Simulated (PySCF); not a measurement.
**The bond of BiH, level by level**

The task here is to estimate one member of a computed series from the others.

Method: Bi def2-TZVP with ECP60, H def2-TZVP, scalar-relativistic core potentials; program: PySCF 2.14.0.

Set-up of the first run:

Settings of the job:

```yaml
atoms: Bi, H
charge: 0
basis: Bi def2-TZVP with ECP60, H def2-TZVP
Hamiltonian: scalar-relativistic core potentials
basis_functions: 56
electrons_treated: 24
masses_in_u: 208.9804, 1.0078
levels: PBE0, PBE, r²SCAN, BLYP, r²SCANh, LDA, HSE06, HF, MP2, SCS-MP2, CCSD, CCSD(T)
grid: 80 radial by 434 angular points
occupations: held fixed by the projection of orbital angular momentum
dissociation_limit: Bi + H, each in its ground configuration
starting_distance_in_angstrom: 1.780
values_of_2S_to_try: 0, 2, 4
```

The run is started by

```
OMP_NUM_THREADS=1 python dia.py task.json out
```

Among the steps run: Input; The PBE0 curve of the state that the search chose; Other states along the same grid; PBE (GGA); r²SCAN; BLYP (GGA); r²SCANh; LDA; HSE06; UHF; Adding correlation.

One of the session's tables, all rows but one given; the rest of the session is left out.

Energy (eV) from each level's lowest point:

```
R (Å)    UHF  UHF-MP2  UHF-SCS-MP2  UHF-CCSD  UHF-CCSD(T)
1.545  0.518    0.502        0.524       n/a          n/a
1.616  0.228    0.218        0.233     0.240        0.248
1.688  0.066    0.062        0.070     0.075        0.080
1.742  0.011    0.009        0.013     0.016        0.019
1.796  0.000    0.000        0.000     0.000        0.000
1.850  0.025    0.026        0.023     0.019        0.016
1.922  0.100    0.105        0.099     0.086        0.078
2.011      ?        ?            ?         ?            ?
2.119  0.443    0.507        0.516     0.424        0.402
2.263  0.695    0.890        0.934       n/a          n/a
```

**Question.** Estimate the row for R (Å) = 2.011.

Worked estimate for «UHF». A straight line through the neighbours (1.922, 0.100) and (2.119, 0.443) gives 0.100 + (0.443 − 0.100) × (2.011 − 1.922) / (2.119 − 1.922) = 0.255; a parabola fitted to 4 rows on both sides gives 0.252.

As computed: UHF: 0.241; UHF-MP2: 0.257; UHF-SCS-MP2: 0.252; UHF-CCSD: 0.218; UHF-CCSD(T): 0.205. In «UHF» the line misses by +0.014 and the parabola by +0.011.
